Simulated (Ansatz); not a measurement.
# CuSn: the cost of one run

Method: DFT r2SCAN, scalar-relativistic, plane waves, PAW, in Ansatz 0.2.0.

## Step 1: The system as given

It takes space group P4/nmm (No. 129, tetragonal). The conventional cell has a = 3.969 Å, b = 3.969 Å, c = 5.015 Å, α = 90.00°, β = 90.00°, γ = 90.00°. Cu (site symmetry 4mm) has 4 Sn at 2.31 Å as nearest neighbours. Around Sn (site symmetry -4m2) lie 4 Cu at 2.31 Å.

As a file:

```cif
data_structure
_symmetry_space_group_name_H-M 'P4/nmm:1'
_symmetry_Int_Tables_number 129
_cell_length_a 3.9691
_cell_length_b 3.9691
_cell_length_c 5.0153
_cell_angle_alpha 90.000
_cell_angle_beta 90.000
_cell_angle_gamma 90.000
_cell_volume 79.01
loop_
_atom_site_label
_atom_site_type_symbol
_atom_site_symmetry_multiplicity
_atom_site_Wyckoff_symbol
_atom_site_fract_x
_atom_site_fract_y
_atom_site_fract_z
_atom_site_occupancy
Cu1 Cu 2 c 0.00000 0.50000 0.23510 1
Sn1 Sn 2 a 0.00000 0.00000 0.00000 1
```

(A quick probe on a coarse mesh, which set the mesh and smearing, is not shown.)

## Step 3: A loose first relaxation

input.yaml

```yaml
crystal:
  lattice:
    - [3.9690924061, 0.0, 0.0]
    - [0.0, 3.9690924061, 0.0]
    - [0.0, 0.0, 5.0152933936]
  atoms:
    - { symbol: Cu, position: [0.0, 0.5, 0.2351] }
    - { symbol: Cu, position: [0.5, 0.0, 0.7649] }
    - { symbol: Sn, position: [0.0, 0.0, 0.0] }
    - { symbol: Sn, position: [0.5, 0.5, 0.0] }
basis:
  ecutwfc: 500
kpoints:
  mp_grid: { grid: [4, 4, 4] }
hamiltonian:
  xc: r2scan
scf:
  occupations: { method: gaussian, width: 0.1 }
  lower_state_search: "off"
output:
  forces: true
  stress: true
  eigenvalues: true
relax:
  adjacent_minimum: "off"
  f_tol: 0.04
  max_steps: 70
  cell: { stress_tol: 0.4 }
```

Launch:

```sh
$ ansatz run input.yaml --threads 1 --pin off --max-ram 2560MiB --backend cpu --events-out ev --progress --plain --runs-dir out
```

What time and memory should one allow on 1 thread of Intel Xeon 6975P-C (Granite Rapids), shared host?

About 80 s, with a peak of 0.58 GiB.
